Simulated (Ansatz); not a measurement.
# PBE/def2-SVP run of C2H5BO (SMILES B1CCO1)

Aim: the vertical ionisation energy of C2H5BO at PBE/def2-SVP, from 2 runs. 

The calculation is run with Ansatz 0.2.0.

68 further runs of the same task are left out: 68 set aside as unsound or not needed.

**1. Starting point**

C2H5BO has 9 atoms, charge 0, and is taken as a singlet. SMILES: `B1CCO1`. The coordinates come from a PBE0-D4/def2-TZVP relaxation.

Bond lengths: B1–C2 1.580 Å, C2–C3 1.533 Å, B1–O4 1.364 Å, C3–O4 1.455 Å, B1–H5 1.195 Å, C2–H6 1.091 Å, C2–H7 1.091 Å, C3–H8 1.092 Å, C3–H9 1.092 Å. Some angles: B1–C2–C3 80.2°, C2–B1–O4 95.4°, C2–C3–O4 93.7°, B1–O4–C3 90.7°, B1–C2–H6 117.4°, B1–C2–H7 117.4°, C3–C2–H6 115.4°, C3–C2–H7 115.4°, C2–B1–H5 139.9°, O4–B1–H5 124.7°.

**2. The energy at PBE/def2-SVP**

Contents of job.yaml:

```yaml
crystal:
  periodic: [false, false, false]
  atoms:
    - {symbol: B, position_ang: [-0.402600, 0.301700, -1.082000]}
    - {symbol: C, position_ang: [0.506000, 0.617000, 0.171000]}
    - {symbol: C, position_ang: [-0.098600, -0.719600, 0.617700]}
    - {symbol: O, position_ang: [-0.884800, -0.878500, -0.596200]}
    - {symbol: H, position_ang: [-0.697000, 0.772800, -2.139500]}
    - {symbol: H, position_ang: [0.236300, 1.479000, 0.782200]}
    - {symbol: H, position_ang: [1.586200, 0.614100, 0.021000]}
    - {symbol: H, position_ang: [-0.757600, -0.681300, 1.487200]}
    - {symbol: H, position_ang: [0.600600, -1.551500, 0.721500]}
basis:
  gaussian:
    orbitals: def2-SVP
hamiltonian:
  xc: pbe
accuracy: high
output: {orbitals: {seedname: orbitals}}
```

On the command line:

```bash
$ ansatz run job.yaml --threads 1 --pin off --max-ram 3480MiB --events-out events.jsonl --progress --plain --runs-dir runs
```

The program printed:

```text
Warning: RAYON_NUM_THREADS=1 ignored (pool sized by the plan → 1); use --threads N
Functional definition: PBE
  name "PBE"
  parameter kappa = 0.804
  parameter beta = 0.06672455060314922
  exchange = pbe_x(kappa = kappa, mu = beta*pi^2/3)
  correlation = pbe_c(beta = beta)
1978 factors; integrals over basis functions are off by at most 3.5e-9 eV
mean field evaluation 1: about -4861.5972 eV, gradient 5.6e1 eV
mean field evaluation 2: about -4848.2321 eV, gradient 9.5e1 eV
mean field evaluation 4: about -4868.9876 eV, gradient 7.0e0 eV
mean field evaluation 8: about -4869.0866 eV, gradient 1.1e-1 eV
mean field evaluation 16: about -4869.0867 eV, gradient 1.1e-6 eV
mean field -4869.08667875 eV, -178.9356350586 hartree, gradient 3.0e-8 eV, S^2 0.000000; 0 other end points of the search recorded, 0 dependent functions left out
reference -4869.08668198 eV, -178.9356351772 hartree; 15, 15 occupied and 66, 66 virtual orbitals, 1978 factors
Total energy: -4869.08668198 eV, -178.9356351772 hartree
```

Wall time 4.8 s (1 thread of Arm Neoverse V2, shared host); peak memory 0.21 GiB.

**3. The doublet cation, same level**

Contents of job.yaml:

```yaml
crystal:
  periodic: [false, false, false]
  atoms:
    - symbol: B
      position_ang: [-0.402600, 0.301700, -1.082000]
    - symbol: C
      position_ang: [0.506000, 0.617000, 0.171000]
    - symbol: C
      position_ang: [-0.098600, -0.719600, 0.617700]
    - symbol: O
      position_ang: [-0.884800, -0.878500, -0.596200]
    - symbol: H
      position_ang: [-0.697000, 0.772800, -2.139500]
    - symbol: H
      position_ang: [0.236300, 1.479000, 0.782200]
    - symbol: H
      position_ang: [1.586200, 0.614100, 0.021000]
    - symbol: H
      position_ang: [-0.757600, -0.681300, 1.487200]
    - symbol: H
      position_ang: [0.600600, -1.551500, 0.721500]
basis:
  gaussian:
    orbitals: def2-SVP
total_charge: 1
magnetization:
  spin_polarized: true
  initial_magnetization: 1
hamiltonian:
  xc: pbe
accuracy: high
output:
  orbitals: {seedname: orbitals}
```

On the command line:

```bash
$ ansatz run job.yaml --threads 1 --pin off --max-ram 3480MiB --events-out events.jsonl --progress --plain --runs-dir runs
```

The program printed:

```text
Warning: RAYON_NUM_THREADS=1 ignored (pool sized by the plan → 1); use --threads N
[... 6 set-up lines as earlier in the session ...]
1976 factors; integrals over basis functions are off by at most 3.5e-9 eV
mean field evaluation 1: about -4839.6362 eV, gradient 6.2e1 eV
mean field evaluation 2: about -4744.8056 eV, gradient 1.5e2 eV
mean field evaluation 4: about -4852.5332 eV, gradient 3.5e1 eV
mean field evaluation 8: about -4858.6229 eV, gradient 4.0e-1 eV
mean field evaluation 16: about -4858.6261 eV, gradient 3.4e-4 eV
mean field evaluation 32: about -4858.5097 eV, gradient 8.7e-1 eV
mean field -4858.62608833 eV, -178.5512154510 hartree, gradient 2.8e-8 eV, S^2 0.752155; 4 other end points of the search recorded, 0 dependent functions left out
reference -4858.62609152 eV, -178.5512155684 hartree; 15, 14 occupied and 66, 67 virtual orbitals, 1976 factors
Total energy: -4858.62609152 eV, -178.5512155684 hartree
```

It took 9.9 s on 1 thread of Arm Neoverse V2, shared host; peak memory 0.26 GiB.

**4. What came out**

At PBE/def2-SVP:

| quantity | value |
| --- | --- |
| singlet C2H5BO: total energy | -178.93564 Eh |
| singlet C2H5BO: HOMO energy | -6.84 eV |
| singlet C2H5BO: LUMO energy | -0.93 eV |
| singlet C2H5BO: HOMO–LUMO gap | 5.90 eV |
| doublet cation: total energy | -178.55122 Eh |
| doublet cation: HOMO energy (highest over α and β) | -14.45 eV |
| doublet cation: LUMO energy (lowest over α and β) | -14.07 eV |
| doublet cation: ⟨S²⟩ | 0.752 |
| vertical ionisation energy (to the doublet cation) | 10.461 eV |

In words: The vertical ionisation energy comes to 10.46 eV (241 kcal/mol). The negative HOMO energy of the first species, 6.84 eV, lies 3.63 eV below that difference.
